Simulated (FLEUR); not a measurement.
VWC2: single point with PBEsol+U

VWC2:

```
W V C
1.0
     1.51704    0.87586    4.93389
    -1.51704    0.87586    4.93389
     0.00000   -1.75173    4.93389
W V C
1 1 2
Direct
  0.00000 0.00000 0.00000
  0.50000 0.50000 0.50000
  0.24649 0.24649 0.24649
  0.75351 0.75351 0.75351
```

The cell comes from a database or a generator and needn't be the stable form of this composition.

| Quantity | Value |
| --- | --- |
| Program | FLEUR MaX-R8.1 (later development tree) |
| Task | single point |
| Functional | PBEsol |
| Potentials or basis | all-electron |
| Basis | FLAPW |
| Kmax | 4.73 1/bohr |
| k mesh | 8 × 8 × 8 |
| Occupations | fermi-dirac, width 0.05 eV |
| Spin | collinear spin, ferromagnetic start |
| Starting moments | [0.0, 2.001, 0.0, 0.0] μB |
| Hubbard terms | V d U = 3 eV |
| Gmax | 14.7 1/bohr |
| Muffin-tin radii | W 2.18, V 2.07, C 1.59 bohr |
| lmax | W 9, V 8, C 8 |
| lnonsphr | W 9, V 8, C 8 |
| Local orbitals a species | W 4, V 4, C 3 |
| Max iterations | 100 |
| Mixing factor | 0.05 |
| Mixer | Anderson |
| Mixer history | 50 |
| Density convergence | 0.0002 me/bohr^3 |

```json
{"Band gap on the k mesh": "none (metal or under the smearing width)", "Net moment": "0.36 μB per cell", "Site moments": "W -0.04; V +0.43; C -0.02 μB", "Valence electrons inside the program's atomic spheres": "W 24.88; V 10.84; C 2.72 (radii W 2.18, V 2.07, C 1.59 bohr)"}
```

Levels at points of the mesh, in eV from the Fermi level:
Spin up:
```csv
k point,band 23,band 24,band 25,band 26,band 27,band 28
"(0.00, 0.00, 0.00)",-1.92,-0.56,-0.56,-0.08,-0.08,-0.02
"(0.00, 0.00, 0.50)",-3.78,-0.86,-0.83,0.69,1.21,2.17
"(0.00, 0.50, 0.50)",-1.85,-1.80,0.52,0.54,0.85,1.49
"(0.50, 0.50, 0.50)",-3.75,-0.56,-0.56,-0.55,-0.55,0.32
```
Spin down:
```tsv
k point	band 22	band 23	band 24	band 25	band 26	band 27
(0.00, 0.00, 0.00)	-1.70	-1.52	-0.32	-0.32	-0.12	-0.12
(0.00, 0.00, 0.50)	-4.47	-3.61	-0.92	-0.18	1.30	1.99
(0.00, 0.50, 0.50)	-4.34	-1.87	-1.82	0.87	1.35	1.37
(0.50, 0.50, 0.50)	-3.59	-3.59	-0.60	-0.60	0.09	0.09
```

Eigenvalues of the final occupation matrices:
| site | spin | trace | eigenvalues |
| --- | --- | --- | --- |
| atom type 2 | 1 | 1.50 | 0.28 0.28 0.29 0.29 0.36 |
| atom type 2 | 2 | 1.07 | 0.17 0.18 0.18 0.27 0.27 |

Core levels (eV from the Fermi level):
```
atom                                                                                                                                                                                                           levels
 1 W  1s1/2 -69371.0, 2s1/2 -11962.3, 2p1/2 -11439.1, 2p3/2 -10086.9, 3s1/2 -2751.7, 3p1/2 -2518.8, 3p3/2 -2226.4, 4s1/2 -564.2, 3d3/2 -1834.4, 3d5/2 -1770.8, 4p1/2 -467.7, 4p3/2 -399.8, 4d3/2 -241.3, 4d5/2 -228.8
 2 V                                                                                                                                                          1s1/2 -5353.1, 2s1/2 -597.9, 2p1/2 -503.4, 2p3/2 -496.4
 3 C                                                                                                                                                                                                     1s1/2 -264.8
 4 C                                                                                                                                                                                                     1s1/2 -264.8
```

Run time: 13 min on 1 thread of Arm Neoverse V1 (shared host), peak memory 0.17 GiB.

Caveat: the U is typed as a test and isn't derived for this compound. The run has no spin-orbit coupling, so splittings on W are missing.
